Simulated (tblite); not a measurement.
# C4H8BBrO3: the cost of one run

Programs: tblite 0.8.0 and PySCF 2.14.0, with density-fitted response routines of our own. Each step states its level of theory. These are calculated values for one molecule in the gas phase, unless marked as measured. Atoms are numbered from 0 throughout.

## 1. The molecule as given

17 atoms, charge 0, multiplicity 1; geometry from: force field or distance geometry start.

Bonds of the start (Å): O0–B1 1.46, B1–O2 1.48, O2–C3 1.42, C3–C4 1.53, C4–C5 1.52, C5–C6 1.49, C6–Br7 1.94, C5–O8 1.42, O8–B1 1.46, O0–H9 0.98, C3–H10 1.10, C3–H11 1.10, C4–H12 1.10, C4–H13 1.08, C5–H14 1.10, C6–H15 1.09, C6–H16 1.12.

## 2. Geometry optimisation with GFN2-xTB

Job settings and geometry (Å):

```
{"job": {"kind": "relax", "xc": "GFN2-xTB", "basis": "xTB"}, "charge": 0, "multiplicity": 1}
O      1.914800     1.574800    -0.651100
B      1.430500     0.993400     0.596800
O      1.953700    -0.360400     0.873900
C      1.246000    -1.195600    -0.026400
C     -0.261600    -1.096500     0.238400
C     -0.611700     0.338800    -0.139200
C     -2.092000     0.488100    -0.161100
Br    -2.850300     0.079500     1.578400
O      0.005200     1.157700     0.844000
H      2.562000     2.294000    -0.486400
H      1.570100    -2.246400     0.040700
H      1.390300    -0.825500    -1.057300
H     -0.814400    -1.736000    -0.458100
H     -0.508000    -1.319400     1.271000
H     -0.120000     0.586200    -1.087700
H     -2.334300     1.507700    -0.459600
H     -2.487400    -0.228400    -0.926300
```

Command:

```sh
$ OMP_NUM_THREADS=1 python probes_run.py task.json out
```

The driver reads the jobs from task.json and runs them one after another.

Q: Estimate the wall time and peak memory of this first job on 1 thread of Intel Xeon at 2.50GHz, shared host.

About 3 s, with a peak of 0.18 GiB.
